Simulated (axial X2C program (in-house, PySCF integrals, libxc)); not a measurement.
# SnBr⁺: bond curves with and without spin–orbit coupling

Aim: find the lowest determinant of SnBr⁺, scan the bond at several levels and fit the constants, once spin-free and once with spin–orbit coupling.

Program: an in-house X2C program for linear molecules on PySCF integrals. Level of theory: all-electron X2C, Sn dyall-cv3z, Br dyall-cv3z. These are calculated values, not measurements.

### Step 1. Set-up

task.json reads:

```json
{"zs": [50, 35], "q": 1, "bas": ["dyall-cv3z", "dyall-cv3z"], "levels": ["PBE0", "HF", "M06"], "cc": true, "r0": 2.54, "thr": -1.0, "nmax": 90, "npts": 10, "nst": 2, "ntry": 6}
```

Keys: zs atomic numbers; q charge; bas basis sets; levels methods (HF also brings MP2); cc coupled cluster on or off; r0 starting distance in Å; thr threshold in hartree for freezing inner shells (an s shell follows its p shell); nmax most natural virtual spinors; npts points asked for on the curve; nst determinants followed; ntry starts of the search.

The run is started by

```console
python so2c.py task.json out
```

Spin-free means the one-electron spin-free X2C Hamiltonian; two-component (2c) means X2C with spin–orbit coupling and atomic mean-field two-electron Coulomb and Gaunt terms. Basis: Sn dyall-cv3z contracted to [11s12p9d4f1g], Br dyall-cv3z contracted to [8s9p6d4f1g]; Gaussian nuclei, density fitting. Masses: Sn 119.902 u, Br 78.918 u.

Notation: σ, π±, δ± give the projection m of an orbital's angular momentum (0, ±1, ±2), α and β its spin, Λ and M_S the sums; ω is the projection of a spinor's total angular momentum and Ω the sum. Logs are in hartree.

After this run come: PBE0, spin-free; HF, spin-free; M06, spin-free; Correlated methods, spin-free; PBE0, 2c; HF, 2c; M06, 2c; MP2 and beyond, 2c.

Before running it: what results should come out? Wanted: for each run, Hamiltonian; Re; ωe; De; μ.

The runs gave:

Lowest determinant that the search found at its distance, spin-free: M_S = 0, Λ = 0 (closed shell).

Lowest determinant that the search found at its distance, 2c: Ω = 0 (closed shell).

```csv
Hamiltonian,level,Re (Å),ωe (cm⁻¹),De (eV),μ (D)
spin-free,PBE0,2.399,301,3.90,-3.69
spin-free,HF,2.400,308,2.47,-4.29
spin-free,MP2,2.407,305,3.78,n/a
spin-free,CCSD,2.409,303,3.53,n/a
spin-free,CCSD(T),2.416,298.9,3.68,n/a
spin-free,M06,2.404,301,3.85,-3.65
2c,PBE0,2.400,300,3.57,-3.65
2c,HF,2.401,307,1.98,-4.25
2c,MP2,2.409,304,3.34,n/a
2c,CCSD,2.411,302,3.09,n/a
2c,CCSD(T),2.417,297.9,3.24,n/a
2c,M06,2.406,300,3.25,-3.61
```

Dipoles are positive if Br is the positive end and refer to the centre of mass.

**Reading.** At CCSD(T), going from spin-free to two-component changes Re by +1 mÅ, ωe by -0.3 %; the spin-free picture holds up (part of it comes from the scalar share of the two-electron terms). De moves by -0.44 eV; both De rest on single-determinant atoms, which can miss part of an open shell's spin–orbit lowering.

De refers to Sn+ + Br, each in the lowest determinant found, which need not be this curve's own limit. Each curve is one determinant whose occupation by symmetry is held fixed; it was picked as the lowest of a PBE0 search that is not exhaustive. Closed shells are restricted here (equal orbitals for both partners), which fails at long range if the bond breaks into open shells. Dissociation energies refer to the lowest single-determinant-based atoms at the same level and basis. CCSD and (T) use frozen natural virtuals with an MP2 correction for the truncation. The meta-GGAs lack a current-density term, which matters for open shells with orbital currents, atoms included. With the outer-core shells frozen, correlated bond lengths of heavy atoms tend to come out a few hundredths of an ångström too long.
